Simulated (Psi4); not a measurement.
**A workflow on InNH4 (SMILES [NH2][InH2])**

Aim: a geometry optimisation (r2SCAN-3c/def2-mTZVPP), then the harmonic vibrations of InNH4. 

Program for the calculation: Psi4 1.11.

### Step 1. Starting point

InNH4: 6 atoms, total charge 0, spin state singlet. As SMILES, `[NH2][InH2]`. All atoms were displaced at random from a relaxed shape. The run starts from this shape.

Bond lengths: N1–In2 1.938 Å, N1–H3 1.065 Å, N1–H4 0.821 Å, In2–H5 1.756 Å, In2–H6 1.674 Å. Angles: N1–In2–H5 116.3°, N1–In2–H6 120.4°, In2–N1–H3 118.2°, In2–N1–H4 128.0°, H5–In2–H6 123.0°, H3–N1–H4 113.7°.

### Step 2. A geometry optimisation at r2SCAN-3c/def2-mTZVPP (density fitting, core potential) (run 1)

job.dat

```
memory 1600 MB

molecule mol {
  0 1
  N
  In 1 1.938473
  H 1 1.065113 2 118.1709
  H 1 0.821087 3 113.7461 2 176.60569
  H 2 1.756129 1 116.34955 4 -4.92126
  H 2 1.674407 5 123.03425 1 175.20823
  units angstrom
}

set {
  geom_maxiter 60
}

e = optimize("r2scan-3c")
print_variables()
```

The run is started by

```
$ psi4 -i job.dat -o job.out -n 1
```

job.out, cut to the lines that bear on the results:

```text
[...]
    !!!  WARNING: ECP capability is in beta. Please check occupations closely.  !!!
[...]
  Running in c1 symmetry.
[...]
  Nuclear repulsion =   73.178430589923948
[...]
  Multiplicity = 1
[...]
  Nalpha       = 16
  Nbeta        = 16
[...]
    Number of basis functions: 80
[...]
   @DF-RKS iter   1:  -246.72331259359689   -5.30121e-01   1.43066e-02 ADIIS/DIIS
[...]
    !!!  WARNING: ECP capability is in beta. Please check occupations closely.  !!!
[...]
   @DF-RKS iter   6:  -247.32465124118619   -3.97904e-13   2.26376e-09 DIIS
[...]
    Orbital Energies [Eh]
    ---------------------
    Doubly Occupied:
       1A    -14.127235     2A     -4.601442     3A     -3.010614
       4A     -2.999843     5A     -2.999053     6A     -0.784143
       7A     -0.706295     8A     -0.698642     9A     -0.698063
      10A     -0.697324    11A     -0.688522    12A     -0.428036
      13A     -0.403798    14A     -0.293888    15A     -0.271821
      16A     -0.212089
[...]
  @DF-RKS Final Energy:  -247.32465124118619
   => Energetics <=
    Nuclear Repulsion Energy =             70.3533865088554080
    One-Electron Energy =                -552.1205145167040200
    Two-Electron Energy =                 259.5921382529041352
    DFT Exchange-Correlation Energy =     -25.1538909711404699
    Empirical Dispersion Energy =           0.0042294848987555
    VV10 Nonlocal Energy =                  0.0000000000000000
    Total Energy =                       -247.3246512411861886
[...]
 Multipole Moments:
 ------------------------------------------------------------------------------------
     Multipole            Electronic (a.u.)      Nuclear  (a.u.)        Total (a.u.)
 ------------------------------------------------------------------------------------
 L = 1.  Multiply by 2.5417464519 to convert [e a0] to [Debye]
 Dipole X            :          0.0228281           -0.0456065           -0.0227784
 Dipole Y            :         -0.0022577            0.0026734            0.0004156
 Dipole Z            :         19.1471278          -19.2898505           -0.1427227
 Magnitude           :                                                    0.1445295
[...]
  -Total Gradient:
     Atom            X                  Y                   Z
    ------   -----------------  -----------------  -----------------
       1       -0.000018168810    -0.000001746113     0.000012208052
       2        0.000004862029    -0.000000972526     0.000024609249
       3        0.000016883163     0.000011454293     0.000042346625
       4       -0.000002278910    -0.000012380484     0.000019913860
       5        0.000001846376     0.000000361572     0.000031093291
       6       -0.000007668699     0.000003243165     0.000024461350
[...]
    Final optimized geometry and variables:
    Molecular point group: c1
    Full point group: C1
    Geometry (in Angstrom), charge = 0, multiplicity = 1:
    N
    IN            1    2.024516
    H             1    1.006998      2  124.415250
    H             1    1.007005      3  111.060546      2  177.359780
    H             2    1.710330      1  114.394216      4    1.753593
    H             2    1.710362      5  131.249268      1 -179.491311
  Variable Map:
  ----------------------------------------------------------------------------
  "CURRENT ENERGY"                        =>    -247.324651241186
  "CURRENT REFERENCE ENERGY"              =>    -247.324651241186
[...]
```

On the terminal:

```text
Optimizer: Optimization complete!
```

Run time: 1.7 min. Hardware: 1 thread of Intel Xeon Platinum 8259CL at 2.50GHz (Skylake/Cascade Lake), shared host; peak memory 0.91 GiB.

The path in brief:

| step | energy from the first frame kept (eV) | largest force (eV/Å) |
| --- | --- | --- |
| 0 | 0.0000 | 16.6249 |
| 1 | -1.3499 | 2.1864 |
| 2 | -1.3964 | 0.8797 |
| 3 | -1.4102 | 0.3807 |
| 4 | -1.4144 | 0.1379 |
| 5 | -1.4153 | 0.0527 |
| 6 | -1.4156 | 0.0173 |
| 7 | -1.4156 | 0.0074 |
| 8 | -1.4157 | 0.0024 |

After the run. Bond lengths: N1–In2 2.025 Å, N1–H3 1.007 Å, N1–H4 1.007 Å, In2–H5 1.710 Å, In2–H6 1.710 Å. Angles: N1–In2–H5 114.4°, N1–In2–H6 114.4°, In2–N1–H3 124.4°, In2–N1–H4 124.5°, H5–In2–H6 131.2°, H3–N1–H4 111.1°.

### Step 3. Vibrational wavenumbers at r2SCAN-3c/def2-mTZVPP (density fitting, core potential) (run 2)

input.inp

```
memory 1.6 GB

molecule system {
  0 1
  N
  In 1 R2
  H 1 R3 2 A3
  H 1 R4 3 A4 2 D4
  H 2 R5 1 A5 3 D5
  H 2 R6 5 A6 1 D6

  R2 = 2.024516
  R3 = 1.006998
  A3 = 124.41524
  R4 = 1.007005
  A4 = 111.06056
  D4 = 177.35972
  R5 = 1.71033
  A5 = 114.39425
  D5 = 178.76475
  R6 = 1.710362
  A6 = 131.24925
  D6 = -179.49131
  units angstrom
}

set t 400.0
set rotational_symmetry_number 2

freq('r2scan-3c')
```

The run is started by

```
$ psi4 input.inp input.out -n 1
```

input.out, cut to the lines that bear on the results:

```text
[...]
  Running in c1 symmetry.
[...]
  Nuclear repulsion =   70.353386180107094
[...]
  Multiplicity = 1
[...]
  Nalpha       = 16
  Nbeta        = 16
[...]
    Number of basis functions: 80
[...]
   @DF-RKS iter   1:  -246.85297202420031   -5.99360e-01   1.31172e-02 ADIIS/DIIS
[...]
   @DF-RKS iter  12:  -247.32465085206181   -1.44951e-12   2.53328e-09 DIIS
[...]
  @DF-RKS Final Energy:  -247.32465085206181
   => Energetics <=
    Nuclear Repulsion Energy =             70.3533785479873046
    One-Electron Energy =                -552.1204966286853733
    Two-Electron Energy =                 259.5921285579984215
    DFT Exchange-Correlation Energy =     -25.1538908110694166
    Empirical Dispersion Energy =           0.0042294817072610
    VV10 Nonlocal Energy =                  0.0000000000000000
    Total Energy =                       -247.3246508520618079
[...]
  -Total Gradient:
     Atom            X                  Y                   Z
    ------   -----------------  -----------------  -----------------
       1       -0.000016558433     0.000060946678     0.000011951756
       2        0.000012093197     0.000285891788     0.000024192603
       3        0.000017059748     0.000006720332     0.000031658563
       4       -0.000002694716    -0.000016731984     0.000030856882
       5       -0.000001736696    -0.000170203246     0.000135663295
       6       -0.000012701804    -0.000167298586    -0.000079664716
[...]
  ==> Harmonic Vibrational Analysis <==
[...]
  Freq [cm^-1]                 73.8162i            359.0907            482.4824
[...]
  IR activ [km/mol]            173.0901            30.7881              0.1762
[...]
  Freq [cm^-1]                 535.4087            544.2746            624.8482
[...]
  IR activ [km/mol]            37.4672             177.6028             0.6936
[...]
  Freq [cm^-1]                 698.8878           1552.6500           1834.0030
[...]
  IR activ [km/mol]            81.0538              5.9992             48.9733
[...]
  Freq [cm^-1]                1839.3467           3593.3986           3711.2558
[...]
  IR activ [km/mol]            267.2969            11.4818             18.6525
[...]
  Total E_0, Enthalpy at 0 [K]                                                         -247.28871168 [Eh]
[...]
  Total H, Enthalpy at  400.00 [K]                                                     -247.28106401 [Eh]
[...]
  Total G, Gibbs energy at  400.00 [K]                                                 -247.32530357 [Eh]
[...]
```

On the terminal:

```text
Warning: thermodynamics relations excluded imaginary frequencies: ['73.8162i']
Warning: used thermodynamics relations inappropriate for low-frequency modes: ['359.0907' '482.4824' '535.4087' '544.2746' '624.8482']
```

It took 7.2 min on 1 thread of Intel Xeon Platinum 8259CL at 2.50GHz (Skylake/Cascade Lake), shared host; peak memory 0.88 GiB.

### Step 4. What came out

```
                                                 quantity                 value
    run 1, r2SCAN-3c/def2-mTZVPP: total energy at the end         -247.32465 Eh
              run 1, r2SCAN-3c/def2-mTZVPP: dipole moment                0.37 D
                run 1, r2SCAN-3c/def2-mTZVPP: HOMO energy              -5.77 eV
                run 1, r2SCAN-3c/def2-mTZVPP: LUMO energy              -1.47 eV
              run 1, r2SCAN-3c/def2-mTZVPP: HOMO–LUMO gap               4.30 eV
 run 2, r2SCAN-3c/def2-mTZVPP: lowest harmonic wavenumber  74i cm⁻¹ (imaginary)
run 2, r2SCAN-3c/def2-mTZVPP: highest harmonic wavenumber             3711 cm⁻¹
```

What this shows: The optimisation (run 1, r2SCAN-3c/def2-mTZVPP) took 9 steps and changed the energy by -1.416 eV. 1 mode is imaginary (lowest 74i cm⁻¹): a first-order saddle point, unless the integration grid spoils the Hessian.
